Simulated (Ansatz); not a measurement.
# C2H5BN2: the cost of one run

Method: the settings change from run to run; program: Ansatz 0.2.0, Gaussian basis.

### 1 The relaxed structure

The geometry comes from an earlier relaxation with PBE0-D4 in a triple-zeta def2 set; it is a stationary point, not always the lowest conformer.

SMILES `NCB1C=N1`, 10 atoms, charge 0, spin multiplicity 1.

Atoms are counted from 1 here; the program's logs count them from 0.

Bond lengths: N1–C2 1.466 Å, N1–H6 1.013 Å, N1–H7 1.013 Å, C2–B3 1.553 Å, C2–H8 1.097 Å, C2–H9 1.097 Å, B3–C4 1.447 Å, B3–N5 1.437 Å, C4–N5 1.300 Å, C4–H10 1.087 Å. Angles: C2–N1–H6 109.8°, C2–N1–H7 109.8°, H6–N1–H7 105.6°, N1–C2–B3 117.7°, N1–C2–H8 108.7°, N1–C2–H9 108.7°, B3–C2–H8 108.7°, B3–C2–H9 108.8°, H8–C2–H9 103.3°, C2–B3–C4 162.8°, C2–B3–N5 143.6°, C4–B3–N5 53.6°, B3–C4–N5 62.8°, B3–C4–H10 167.2°, N5–C4–H10 130.0°, B3–N5–C4 63.6°.

### 2 PBE0/def2-TZVP

Set apart from the defaults: charge +1, multiplicity 2, restricted open-shell orbitals, atoms shaken by 0.15 Å, D3(BJ) dispersion, relativity set to none.

Contents of in.yaml:

```yaml
crystal:
  periodic: [false, false, false]
  atoms:
    - {symbol: N, position_ang: [-1.917499, -0.040951, 0.817677]}
    - {symbol: C, position_ang: [-0.623844, -0.418842, 0.798646]}
    - {symbol: B, position_ang: [0.655703, 0.009958, -0.565933]}
    - {symbol: C, position_ang: [1.763701, 0.215248, -0.998519]}
    - {symbol: N, position_ang: [0.600581, 0.936388, -1.623552]}
    - {symbol: H, position_ang: [-2.107060, 0.685124, 0.860757]}
    - {symbol: H, position_ang: [-2.250507, -0.421129, -0.227391]}
    - {symbol: H, position_ang: [-0.342059, -1.636272, 0.859354]}
    - {symbol: H, position_ang: [0.151780, -0.357079, 1.725775]}
    - {symbol: H, position_ang: [2.733241, 0.538711, -1.686210]}
basis:
  gaussian: {orbitals: def2-TZVP}
total_charge: 1
magnetization: {spin_polarized: false, initial_magnetization: 1}
hamiltonian: {xc: {name: PBE0}, dispersion: d3bj, pseudopotentials: {relativity: none}}
```

Launch:

```console
$ ansatz run in.yaml --threads 2 --pin off --events-out ev --progress --plain --max-ram 4352MiB
```

What time and memory should one allow on 2 threads of Intel Xeon at 2.50GHz, shared host?

About 11 s, with a peak of 0.5 GiB.
